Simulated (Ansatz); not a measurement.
# LuVO4 (I4_1/amd): compression over a wide range

One table from this session's results is given with a row withheld; the runs are named, their logs left out.

Method: DFT PBEsol, scalar-relativistic, plane waves, PAW, in Ansatz 0.2.0.

### The structure to begin with

It takes space group I4_1/amd (No. 141, tetragonal). Conventional cell: a = 7.007 Å, b = 7.007 Å, c = 6.176 Å, α = 90.00°, β = 90.00°, γ = 90.00°. Lu (site symmetry -4m2) is surrounded by 8 O at 2.24 to 2.39 Å. V (site symmetry -4m2) is surrounded by 4 O at 1.71 Å. Around O (site symmetry m) lie 1 V at 1.71 Å and 2 Lu at 2.24 to 2.39 Å.

Coordinates:

```cif
data_structure
_symmetry_space_group_name_H-M 'P 1'
_symmetry_Int_Tables_number 1
_cell_length_a 5.8379
_cell_length_b 5.8379
_cell_length_c 5.8379
_cell_angle_alpha 106.246
_cell_angle_beta 106.246
_cell_angle_gamma 116.134
_cell_volume 151.59
loop_
_atom_site_label
_atom_site_type_symbol
_atom_site_fract_x
_atom_site_fract_y
_atom_site_fract_z
_atom_site_occupancy
Lu1 Lu 0.75000 0.25000 0.50000 1
Lu2 Lu 0.00000 0.00000 0.00000 1
V1 V 0.50000 0.50000 0.00000 1
V2 V 0.25000 0.75000 0.50000 1
O1 O 0.51109 0.32371 0.18738 1
O2 O 0.07371 0.38632 0.31262 1
O3 O 0.13632 0.32371 0.81262 1
O4 O 0.07371 0.76109 0.68738 1
O5 O 0.23891 0.92629 0.31262 1
O6 O 0.67629 0.48891 0.81262 1
O7 O 0.61368 0.92629 0.68738 1
O8 O 0.67629 0.86368 0.18738 1
```

This cell comes from an earlier session at PBEsol: 12.633 Å³/atom at 0.00 GPa, on a 6×6×6 mesh.

Set-up of the first run:

The input, input.yaml:

```yaml
crystal:
  lattice:
    - [-3.4559821379, 3.4559821379, 3.0461264861]
    - [3.4559821379, -3.4559821379, 3.0461264861]
    - [3.4559821379, 3.4559821379, -3.0461264861]
  atoms:
    - { symbol: Lu, position: [0.75, 0.25, 0.5] }
    - { symbol: Lu, position: [0.0, 0.0, 0.0] }
    - { symbol: V, position: [0.5, 0.5, 0.0] }
    - { symbol: V, position: [0.25, 0.75, 0.5] }
    - { symbol: O, position: [0.5110856267, 0.3237051896, 0.1873804371] }
    - { symbol: O, position: [0.0737051896, 0.3863247526, 0.3126195629] }
    - { symbol: O, position: [0.1363247526, 0.3237051896, 0.8126195629] }
    - { symbol: O, position: [0.0737051896, 0.7610856267, 0.6873804371] }
    - { symbol: O, position: [0.2389143733, 0.9262948104, 0.3126195629] }
    - { symbol: O, position: [0.6762948104, 0.4889143733, 0.8126195629] }
    - { symbol: O, position: [0.6136752474, 0.9262948104, 0.6873804371] }
    - { symbol: O, position: [0.6762948104, 0.8636752474, 0.1873804371] }
basis:
  ecutwfc: 420
  ecutrho_ratio: 4
kpoints:
  mp_grid: { grid: [6, 6, 6] }
hamiltonian:
  xc: pbesol
scf:
  occupations: { method: gaussian, width: 0.05 }
output:
  forces: true
  stress: true
  eigenvalues: true
relax:
  f_tol: 0.01
  max_steps: 40
  cell: { stress_tol: 0.1, fix: [volume] }
```

Started as:

```bash
$ ansatz run input.yaml --threads 2 --pin off --max-ram 5120MiB --backend cpu --events-out ev --progress --plain --runs-dir out
```

Steps of the session up to this table: Volume × 0.96; Volume × 1.04; Volume × 0.92; Volume × 0.88; Volume × 0.84; Volume × 0.8.

One of the session's tables, all rows but one given; the rest of the session is left out.

It belongs to the step «The curve». 

```
volume (Å³/atom)  energy above the lowest (meV/atom)  pressure (GPa)  gap on the mesh (eV)
          10.106                               355.6            55.7                  2.78
          10.612                               207.5            38.9                  2.89
          11.117                               106.8            25.6                  2.97
          11.622                                43.5            15.0                  3.00
          12.127                                   ?               ?                     ?
          12.633                                 0.0             0.0                  2.92
          13.138                                 8.5            -5.1                  2.89
```

Q: Estimate the row for volume (Å³/atom) = 12.127 from the others.

Worked estimate for «energy above the lowest (meV/atom)». A straight line through the neighbours (11.622, 43.5) and (12.633, 0.0) gives 43.5 + (0.0 − 43.5) × (12.127 − 11.622) / (12.633 − 11.622) = 21.8; a parabola fitted to 4 rows on both sides gives 9.8.

The run gave: energy above the lowest (meV/atom): 10.0; pressure (GPa): 6.6; gap on the mesh (eV): 2.95. In «energy above the lowest (meV/atom)» the line misses by +11.8 and the parabola by -0.2.

To keep in mind: Other structures may be lower in enthalpy at these pressures.
